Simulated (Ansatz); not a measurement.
## NiMoIrPdW: relaxation of cell and atoms with PBE+D3(BJ)-ATM

NiMoIrPdW:

```
Ni Mo Pd Ir W
1.0
     2.34460   -1.43138    0.00906
     2.34460    1.43138    0.00906
    -2.20600    0.00000   10.92374
Ni Mo Pd Ir W
1 1 1 1 1
Direct
  0.49838 0.49838 0.29525
  0.31773 0.31773 0.91207
  0.24733 0.24733 0.49061
  0.74982 0.74982 0.10802
  0.68673 0.68673 0.69406
```

The cell was built by a generator and needn't be a form met in nature.

```
Program             : Ansatz 0.2.0
Task                : relaxation of cell and atoms
Functional          : PBE
Dispersion          : D3(BJ)-ATM
Potentials or basis : Ansatz PAW
Cutoff              : 420 eV (not typed: the program's choice for these potentials)
k mesh              : 8 × 8 × 2
Occupations         : fermi-dirac, width 0.05 eV
Spin                : collinear spin, ferromagnetic start
Starting moments    : [1.0, 1.0, 0.0, 0.6, 0.0] μB
```

```
Relaxed volume                         : 14.37 Å³/atom
Relaxed cell                           : a = 2.730 Å, b = 2.730 Å, c = 11.085 Å, α = 99.31°, β = 99.31°, γ = 62.30°
Space group after relaxing (to 0.05 Å) : Cm (No. 8)
Energy gained by relaxing              : 5.9 meV/atom
Ionic steps                            : 6
Pressure after relaxing                : 0.0 GPa
Band gap on the k mesh                 : none (metal or under the smearing width)
Net moment                             : 0.00 μB per cell
Absolute moment                        : 0.00 μB per cell
```

Forces on the atoms (eV/Å):
```
Ni   0.000  0.000  0.001
Mo   0.000  0.000  0.001
Pd   0.000  0.000 -0.002
Ir   0.000  0.000 -0.001
W    0.000  0.000  0.001
```

The path:
```
step  energy change (eV)  largest force (eV/Å)  volume (Å³)
   1              0.0000                0.0860        73.38
   2             -0.0292                0.0413        71.95
   3             -0.0298                0.0312        71.82
   4             -0.0298                0.0372        71.84
   5             -0.0299                0.0019        71.83
   6             -0.0293                0.0020        71.83
```

Final structure:
```xyz
5
Lattice="2.3362 -1.4122 0.0156 2.3362 1.4122 0.0156 -2.1676 0.0000 10.8714" Properties=species:S:1:pos:R:3 pbc="T T T"
Ni    1.6860    0.0000    3.2282
Mo   -0.4690    0.0000    9.9243
Pd    0.0857    0.0000    5.3403
Ir    3.2771    0.0000    1.2043
W     1.6821    0.0000    7.5593
```

Levels at points of the mesh, in eV from the Fermi level:
Spin up:
```tsv
k point	band 36	band 37	band 38	band 39	band 40	band 41	band 42	band 43	band 44	band 45
(0.00, 0.00, 0.00)	-1.69	-1.26	-0.89	-0.85	-0.77	-0.73	-0.57	-0.25	0.04	0.37
(0.00, 0.00, -0.50)	-1.66	-1.58	-1.44	-0.97	-0.90	-0.53	-0.49	0.02	0.26	0.59
(0.00, -0.50, 0.00)	-0.66	-0.52	-0.41	-0.20	0.90	1.34	1.40	1.64	1.96	2.47
(0.00, -0.50, -0.50)	-0.60	-0.49	-0.21	-0.18	0.77	0.91	1.09	1.69	2.55	2.78
(-0.50, -0.50, 0.00)	-0.47	-0.38	-0.15	-0.09	0.30	1.13	1.17	1.80	2.89	3.02
(-0.50, -0.50, -0.50)	-0.46	-0.19	-0.16	0.24	0.61	0.88	1.15	1.91	2.67	2.89
```
Spin down:
```
              k point  band 37  band 38  band 39  band 40  band 41  band 42  band 43  band 44
   (0.00, 0.00, 0.00)    -1.26    -0.89    -0.85    -0.77    -0.73    -0.57    -0.25     0.04
  (0.00, 0.00, -0.50)    -1.58    -1.44    -0.97    -0.90    -0.53    -0.49     0.02     0.26
  (0.00, -0.50, 0.00)    -0.52    -0.41    -0.20     0.90     1.34     1.40     1.64     1.96
 (0.00, -0.50, -0.50)    -0.49    -0.21    -0.18     0.77     0.91     1.09     1.69     2.55
 (-0.50, -0.50, 0.00)    -0.38    -0.15    -0.09     0.30     1.13     1.17     1.80     2.89
(-0.50, -0.50, -0.50)    -0.19    -0.16     0.24     0.61     0.88     1.15     1.91     2.67
```

It took 48 s on 8 threads of AMD EPYC 7B13 (Zen 3) (shared host), peak memory 0.8 GiB.

Caveat: the plane-wave basis is chosen anew once the cell has moved, so the energies of steps on either side of that aren't comparable; pairwise dispersion overbinds metals, which lowers pressure and volume; the starting moments weren't kept. The run has no spin-orbit coupling, so splittings on Ir, W are missing.
